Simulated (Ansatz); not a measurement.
# CH6OS2Si: up Jacob's ladder to CCSD(T)

An exercise on one series of results from a longer session: the logs are not shown, and one member is left open.

Program: Ansatz 0.2.0, Gaussian basis. Level of theory: functionals in def2-TZVPP, the program's frozen cores in correlated methods. These are calculated values, not measurements.

Levels to be run: LDA (SPW92), PBE-D4, revPBE-D4, BLYP-D4, r2SCAN-D4, B97M-V, PBE0-D4, B3LYP-D4, r2SCANh-D4, r2SCAN0-D4, HSE06-D4, BHLYP-D4, CAM-B3LYP-D4, LC-ωPBE, ωB97X-V, ωB97M-V, B2PLYP, PBE-QIDH; CCSD(T)/def2-SVP; CCSD(T)/def2-TZVPP; MP2/def2-QZVPP; extrapolation to the limit; RPA on PBE.

## The relaxed structure

The geometry comes from an earlier relaxation with PBE0-D4 in a triple-zeta def2 set; it is a stationary point, not always the lowest conformer.

11 atoms, charge 0, spin multiplicity 1.

Atoms are counted from 1 here; the program's logs count them from 0.

Bond lengths: O1–C2 1.415 Å, O1–H6 0.964 Å, C2–Si3 1.924 Å, C2–S4 1.821 Å, C2–S5 1.802 Å, Si3–H7 1.483 Å, Si3–H8 1.481 Å, Si3–H9 1.486 Å, S4–H10 1.345 Å, S5–H11 1.346 Å. Angles: C2–O1–H6 107.0°, O1–C2–Si3 109.8°, O1–C2–S4 111.4°, O1–C2–S5 108.0°, Si3–C2–S4 106.3°, Si3–C2–S5 106.7°, S4–C2–S5 114.4°, C2–Si3–H7 111.2°, C2–Si3–H8 107.6°, C2–Si3–H9 106.3°, H7–Si3–H8 111.0°, H7–Si3–H9 110.2°, H8–Si3–H9 110.4°, C2–S4–H10 97.0°, C2–S5–H11 95.8°.

Set-up of the first run:

File in.yaml:

```yaml
crystal:
  periodic: [false, false, false]
  atoms:
    - {symbol: O, position_ang: [-1.073805, 1.109726, 0.233684]}
    - {symbol: C, position_ang: [-0.110991, 0.184794, -0.234214]}
    - {symbol: Si, position_ang: [0.239680, -1.134310, 1.121280]}
    - {symbol: S, position_ang: [1.480609, 0.998790, -0.579280]}
    - {symbol: S, position_ang: [-0.819121, -0.693444, -1.638877]}
    - {symbol: H, position_ang: [-0.605074, 1.755852, 0.774775]}
    - {symbol: H, position_ang: [1.126183, -2.207025, 0.608390]}
    - {symbol: H, position_ang: [-1.063302, -1.686918, 1.557251]}
    - {symbol: H, position_ang: [0.898127, -0.416164, 2.243177]}
    - {symbol: H, position_ang: [1.103673, 1.623550, -1.709692]}
    - {symbol: H, position_ang: [-1.110577, 0.408048, -2.355996]}
basis:
  gaussian: {orbitals: def2-TZVPP}
hamiltonian: {xc: lda}
output: {orbitals: {seedname: orbitals}}
```

On the command line:

```
ansatz run in.yaml --threads 4 --pin off --events-out ev --progress --plain --max-ram 10444MiB
```

Steps of the session up to this table: LDA; PBE-D4 (GGA); revPBE-D4 (GGA); BLYP-D4 (GGA); r2SCAN-D4 (meta-GGA); B97M-V (meta-GGA); B3LYP-D4 (hybrid); r2SCANh-D4 (hybrid); r2SCAN0-D4 (hybrid); HSE06-D4 (hybrid); BHLYP-D4 (hybrid); CAM-B3LYP-D4 (range-separated); LC-ωPBE (range-separated); ωB97X-V (range-separated); ωB97M-V (range-separated); B2PLYP (double hybrid); PBE-QIDH (double hybrid).

One of the session's tables, all rows but one given; the rest of the session is left out.

It belongs to the step «Orbital energies across the functionals». 

| functional | HOMO (eV) | gap (eV) |
| --- | --- | --- |
| LDA (SPW92) | ? | ? |
| PBE-D4 | -5.74 | 4.18 |
| revPBE-D4 | -5.69 | 4.23 |
| BLYP-D4 | -5.58 | 4.15 |
| r2SCAN-D4 | -6.00 | 4.66 |
| B97M-V | -6.13 | 4.72 |
| PBE0-D4 | -6.96 | 6.34 |
| B3LYP-D4 | -6.72 | 5.88 |
| r2SCANh-D4 | -6.45 | 5.46 |
| r2SCAN0-D4 | -7.13 | 6.64 |
| HSE06-D4 | -6.56 | 5.56 |
| BHLYP-D4 | -8.05 | 8.42 |
| CAM-B3LYP-D4 | -8.29 | 8.76 |
| LC-ωPBE | -9.69 | 11.36 |
| ωB97X-V | -9.33 | 10.83 |
| ωB97M-V | -9.15 | 10.44 |

Q: Estimate the row for LDA (SPW92) from the others.

As computed: HOMO (eV): -5.86; gap (eV): 4.07. In the column «HOMO (eV)» it lies between r2SCAN-D4 (-6.00) and PBE-D4 (-5.74).
